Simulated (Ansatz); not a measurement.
# The cluster B4H8O10: structure and electronic state

Aim: characterise the cluster B4H8O10 as a singlet: its structure, frontier levels and distribution of charge.

Method: RKS PBE0-D4/def2-TZVP; program: Ansatz 0.2.0, Gaussian basis.

Levels to be run: relaxation at PBE-D4/def2-SVP; a single point at PBE0-D4/def2-TZVP.

5 further runs of the same task are left out: 3 that didn't finish, 2 set aside as unsound or not needed. Runs told in other sessions of the task aren't counted.

### 1 The system as given

22 atoms, charge 0, spin multiplicity 1.

Atoms are counted from 1 here; the program's logs count them from 0.

Bond lengths: B1–O7 1.358 Å, B1–O8 1.372 Å, B1–O10 1.342 Å, B2–O9 1.341 Å, B2–O10 1.397 Å, B2–O11 1.331 Å, B3–O5 1.359 Å, B3–O6 1.365 Å, B3–O11 1.346 Å, B4–O12 1.356 Å, B4–O13 1.377 Å, B4–O14 1.353 Å, O5–H15 0.957 Å, O6–H16 0.957 Å, O7–H17 0.958 Å, O8–H18 0.957 Å, O9–H19 0.966 Å, O12–H20 0.957 Å and more. Angles: O7–B1–O8 122.9°, O7–B1–O10 122.3°, O8–B1–O10 114.8°, O9–B2–O10 117.5°, O9–B2–O11 120.5°, O10–B2–O11 122.0°, O5–B3–O6 123.6°, O5–B3–O11 117.7°, O6–B3–O11 118.5°, O12–B4–O13 118.5°, O12–B4–O14 118.1°, O13–B4–O14 123.4°, B3–O5–H15 116.7°, B3–O6–H16 116.8°, B1–O7–H17 117.9°, B1–O8–H18 117.7°, B2–O9–H19 114.4°, B1–O10–B2 135.0° and more.

Coordinates:

```mol
B4H8O10
  3D, bonds by distance, orders not assigned

 22 20  0  0  0  0  0  0  0  0999 V2000
   -1.1004    0.5771   -0.0795 B   0  0
    0.8375   -0.8871   -0.7918 B   0  0
   -0.7747   -1.5726   -2.6007 B   0  0
    1.6128    1.0836    2.9115 B   0  0
   -1.6634   -2.6008   -2.5968 O   0  0
   -0.8086   -0.5472   -3.5013 O   0  0
   -2.0938   -0.0013   -0.8030 O   0  0
   -1.3214    1.6067    0.8004 O   0  0
    2.0911   -1.1584   -0.3990 O   0  0
    0.1746    0.1652   -0.1546 O   0  0
    0.2490   -1.6271   -1.7282 O   0  0
    2.4549    0.9446    3.9652 O   0  0
    2.1171    0.9184    1.6404 O   0  0
    0.3190    1.3861    3.1652 O   0  0
   -2.3573   -2.5719   -3.2548 H   0  0
   -1.5010   -0.5754   -4.1619 H   0  0
   -2.9883    0.3122   -0.6665 H   0  0
   -2.2177    1.9300    0.8908 H   0  0
    2.4097   -0.6056    0.3262 H   0  0
    3.3523    0.7441    3.7008 H   0  0
    1.4421    0.9899    0.9545 H   0  0
   -0.2337    1.4895    2.3832 H   0  0
  1  7  8  0
  1  8  8  0
  1 10  8  0
  2  9  8  0
  2 10  8  0
  2 11  8  0
  3  5  8  0
  3  6  8  0
  3 11  8  0
  4 12  8  0
  4 13  8  0
  4 14  8  0
  5 15  8  0
  6 16  8  0
  7 17  8  0
  8 18  8  0
  9 19  8  0
 12 20  8  0
 13 21  8  0
 14 22  8  0
M  END
```

The start is a GFN2-xTB geometry.

### 2 Optimising with PBE-D4/def2-SVP

Input file in.yaml:

```yaml
crystal:
  periodic: [false, false, false]
  atoms:
    - {symbol: B, position_ang: [-1.100380, 0.577060, -0.079470]}
    - {symbol: B, position_ang: [0.837520, -0.887090, -0.791820]}
    - {symbol: B, position_ang: [-0.774660, -1.572640, -2.600720]}
    - {symbol: B, position_ang: [1.612800, 1.083600, 2.911480]}
    - {symbol: O, position_ang: [-1.663420, -2.600780, -2.596850]}
    - {symbol: O, position_ang: [-0.808620, -0.547180, -3.501340]}
    - {symbol: O, position_ang: [-2.093750, -0.001310, -0.802990]}
    - {symbol: O, position_ang: [-1.321390, 1.606680, 0.800400]}
    - {symbol: O, position_ang: [2.091110, -1.158380, -0.399010]}
    - {symbol: O, position_ang: [0.174600, 0.165210, -0.154600]}
    - {symbol: O, position_ang: [0.249020, -1.627140, -1.728200]}
    - {symbol: O, position_ang: [2.454920, 0.944570, 3.965190]}
    - {symbol: O, position_ang: [2.117100, 0.918440, 1.640420]}
    - {symbol: O, position_ang: [0.318950, 1.386150, 3.165240]}
    - {symbol: H, position_ang: [-2.357300, -2.571940, -3.254820]}
    - {symbol: H, position_ang: [-1.500990, -0.575430, -4.161930]}
    - {symbol: H, position_ang: [-2.988260, 0.312240, -0.666520]}
    - {symbol: H, position_ang: [-2.217690, 1.930000, 0.890800]}
    - {symbol: H, position_ang: [2.409710, -0.605630, 0.326240]}
    - {symbol: H, position_ang: [3.352260, 0.744090, 3.700820]}
    - {symbol: H, position_ang: [1.442130, 0.989930, 0.954500]}
    - {symbol: H, position_ang: [-0.233660, 1.489550, 2.383190]}
basis:
  gaussian: {orbitals: def2-SVP}
hamiltonian: {xc: pbe, dispersion: d4}
scf: {lower_state_search: "off"}
output: {orbitals: {seedname: orbitals}}
relax: {f_tol: 0.03, max_steps: 70}
```

The run is started by

```bash
ansatz run in.yaml --threads 4 --pin off --events-out ev --progress --plain --max-ram 6963MiB
```

The runs that follow: Single point, PBE0-D4/def2-TZVP.

**Question.** What will the summary of the whole plan be? Wanted: point group; commonest bond, hydrogen aside; HOMO, LUMO at PBE0-D4/def2-TZVP; dipole at PBE-D4/def2-SVP.

As calculated:

| quantity | value |
| --- | --- |
| point group | C1 |
| commonest bond, hydrogen aside | B–O, 12 of mean length 1.378 Å |
| HOMO, LUMO at PBE0-D4/def2-TZVP | -8.94, -0.55 eV |
| dipole at PBE-D4/def2-SVP | 7.72 D |

The molecule keeps its bonding pattern by the stored test; the atoms moved 0.41 Å (rms). No usable vibrations, so a minimum isn't proven. The HOMO lies nearest to O12 48 %; O14 38 % and the LUMO to H17, H18 about 26 % each; H16 8 %. Whether this spin is the lowest isn't tested here. The point group is read from a loosely relaxed geometry; soft torsions can leave it below the true symmetry.
